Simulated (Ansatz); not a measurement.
# Ge (Imma): relaxation of cell and ions in Python

What cell does Ge (Imma) relax to? A script is to give a relaxation of cell and ions; the system is Ge (Imma).

Computed with the Python package of Ansatz 0.2.0. Level of theory: DFT r2SCAN, plane waves, PAW.

## (1) The system

It takes space group Imma (No. 74, orthorhombic). Conventional cell: a = 4.992 Å, b = 5.302 Å, c = 2.874 Å, α = 90.00°, β = 90.00°, γ = 90.00°. Ge (site symmetry mm2) is surrounded by 6 Ge at 2.68 to 2.87 Å.

The script holds or builds the structure itself.

## (2) The code

Contents of vcrelax_ge.py:

```python
import ansatz as az
from ase import Atoms
from ase.data import atomic_numbers
from ase.io import write
import numpy as np
import spglib

XC = "r2scan"
MESH = (12, 12, 12)
FILLING = "cold"
FORCE_TOL = 0.005

def edges_and_angles(cell):
    cell = np.asarray(cell)
    a, b, c = np.linalg.norm(cell, axis=1)
    cosines = cell[1] @ cell[2] / (b * c), cell[0] @ cell[2] / (a * c), cell[0] @ cell[1] / (a * b)
    return (a, b, c, *np.degrees(np.arccos(cosines)))

atoms = Atoms(
    ["Ge", "Ge"],
    scaled_positions=[
        (0.185943, 0.935943, 0.25),
        (0.814057, 0.064057, 0.75),
    ],
    cell=[
        (-2.495898, 2.650863, 1.436947),
        (2.495898, -2.650863, 1.436947),
        (2.495898, 2.650863, -1.436947),
    ],
    pbc=True,
)
structure = az.Crystal.from_ase(atoms)

calc = (
    structure.calculation()
    .functional(XC)
    .pseudopotentials("paw")
    .kpoints(*MESH)
    .occupations(FILLING)
    .relax(force_tolerance=FORCE_TOL, cell=True)
)
steps = []


def collect(event):
    if event["event"] == "relax_step":
        steps.append(event["data"])


result = calc.session().plan().execute(on_event=collect)
r = result.report
for s in steps:
    flag = "" if s["accepted"] else "  (rejected)"
    print("step %2d  E = %.5f eV  largest force component = %.4f eV/A%s" % (s["step"], s["lagrangian_ev"], s["allowed_force_max_ev_ang"], flag))

first, last = steps[0], steps[-1]
symbols = [site.symbol for site in result.lattice.sites]
print(f"energy gained {first['lagrangian_ev'] - last['lagrangian_ev']:.4f} eV in {len(steps) - 1} steps")
for label, vectors in (("before", first["cell_ang"]), ("after", result.lattice.cell_ang)):
    print(label, "a b c (A) {:.4f} {:.4f} {:.4f}  angles {:.2f} {:.2f} {:.2f}".format(*edges_and_angles(vectors)), f" V = {abs(np.linalg.det(vectors)):.3f} A^3")
print("final stress xx yy zz (GPa, compression positive):", np.round(np.diag(r["stress_gpa"]), 3) + 0.0)

fractions = [site.position_frac for site in result.lattice.sites]
numbers = [atomic_numbers[s] for s in symbols]
for tolerance in (1e-3, 1e-2, 1e-1):
    print(f"space group at {tolerance} A:", spglib.get_spacegroup((result.lattice.cell_ang, fractions, numbers), symprec=tolerance))

relaxed = Atoms(symbols, positions=[site.position_ang for site in result.lattice.sites], cell=result.lattice.cell_ang, pbc=True)
write("relaxed.vasp", relaxed, format="vasp")

energy = r["free_energy_ev"]
print("F of the Ge cell: {:.6f} eV = {:.6f} Ry = {:.6f} Ha".format(energy, energy / 13.605693, energy / 27.211386))
print("Fermi level {:.4f} eV, {} k-points, {} symmetry operations".format(r["fermi_energy_ev"], r["n_kpoints"], r["n_symmetry_ops"]))

used = r["setup"]
print("cutoffs (eV):", used["ecut_ev"], used["ecutrho_ev"], " FFT grid:", used["fft_dense"])
print("cell volume {:.3f} A^3, {} symmetry operations".format(used["cell_volume_ang3"], used["n_sym_ops"]))
```

## (3) Running it

Launch:

```sh
$ python vcrelax_ge.py
```

**Question.** What results will this script give? Wanted: free energy; moves of the relaxation; energy gained; last largest force component; relaxed conventional cell; space group at the end.

As calculated:

| quantity | value |
| --- | --- |
| free energy | -8605.0885 eV (-4302.5443 eV/atom) |
| moves of the relaxation | 5 |
| energy gained (ahead of the last change of basis) | 12.1 meV/atom |
| last largest force component | 0.0005 eV/Å |
| relaxed conventional cell | a = 5.123 Å, b = 5.146 Å, c = 2.831 Å, α = 90.00°, β = 90.00°, γ = 90.00° |
| space group at the end | Imma |

The volume shrank by 1.9 % over 5 moves, and the space group stayed Imma. Notes:
- Only differences from the Fermi energy are physical; the zero of the scale is a convention.
- Energies along a relaxation are free energies. Rows at an unchanged volume are solved on a plane-wave basis chosen afresh for that cell, so the energy jumps there and such rows are no steps of the walk.
- Edges and angles that the script prints are those of the cell as typed, here a primitive one.
- This isn't the structure that Ge takes at ambient conditions. Whether this is the phase that is stable at ambient conditions was not tested.
